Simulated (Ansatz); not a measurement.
**B₂H₃Br (SMILES BBBr): single points off equilibrium**

One table from this session's results is given with a row withheld; the runs are named, their logs left out.

Method: single points in def2-TZVPP; program: Ansatz 0.2.0, Gaussian basis.

Cores are frozen in the correlated methods. Filled d shells of the heavier atoms are correlated.

## The system as given

SMILES `BBBr`, 6 atoms, charge 0, spin multiplicity 1.

Atoms are counted from 1 here; the program's logs count them from 0.

Bond lengths: B1–B2 1.687 Å, B1–H4 1.089 Å, B1–H5 1.171 Å, B2–Br3 1.900 Å, B2–H6 1.159 Å. Angles: B2–B1–H4 120.7°, B2–B1–H5 120.6°, H4–B1–H5 118.7°, B1–B2–Br3 114.4°, B1–B2–H6 122.7°, Br3–B2–H6 122.7°.

As a file:

```xyz
6
charge 0, multiplicity 1
B    -0.2693   -0.0093   -0.8489
B     0.2280   -0.3027    0.7365
Br    0.6526    1.2612    1.7280
H    -1.3158    0.1862   -1.0760
H     0.5069   -0.0077   -1.7263
H     0.2280   -1.3618    1.2078
```

Set-up of the first run:

run/in.yaml reads:

```yaml
crystal:
  periodic: [false, false, false]
  atoms:
    - {symbol: B, position_ang: [-0.269300, -0.009300, -0.848900]}
    - {symbol: B, position_ang: [0.228000, -0.302700, 0.736500]}
    - {symbol: Br, position_ang: [0.652600, 1.261200, 1.728000]}
    - {symbol: H, position_ang: [-1.315800, 0.186200, -1.076000]}
    - {symbol: H, position_ang: [0.506900, -0.007700, -1.726300]}
    - {symbol: H, position_ang: [0.228000, -1.361800, 1.207800]}
basis:
  gaussian: {orbitals: def2-TZVPP}
correlation: {method: ccsd_t}
output: {forces: true}
```

The command line of these runs was not kept.

Among the steps run: CCSD(T)/def2-TZVPP; PBE0-D4/def2-TZVPP; wB97M-V/def2-TZVPP; r2SCAN-D4/def2-TZVPP; PBE-D4/def2-TZVPP; revPBE-D4/def2-TZVPP; LC-wPBE/def2-TZVPP.

One table of the session follows, with a row left open; its other results are not shown here.

```
   method  RMS force component (eV/Å)  angle to CCSD(T) forces (°)  dipole (D)
  CCSD(T)                       1.199                    reference        0.70
  PBE0-D4                       1.269                          4.3        0.71
  wB97M-V                       1.193                          4.0        0.76
r2SCAN-D4                           ?                            ?           ?
   PBE-D4                       1.332                          6.1        0.50
revPBE-D4                       1.325                          5.8        0.51
  LC-wPBE                       1.246                          5.4        0.86
```

Q: Estimate the row for r2SCAN-D4 from the others.

As computed: RMS force component (eV/Å): 1.277; angle to CCSD(T) forces (°): 5.4; dipole (D): 0.68. In the column «RMS force component (eV/Å)» it lies between PBE0-D4 (1.269) and revPBE-D4 (1.325).
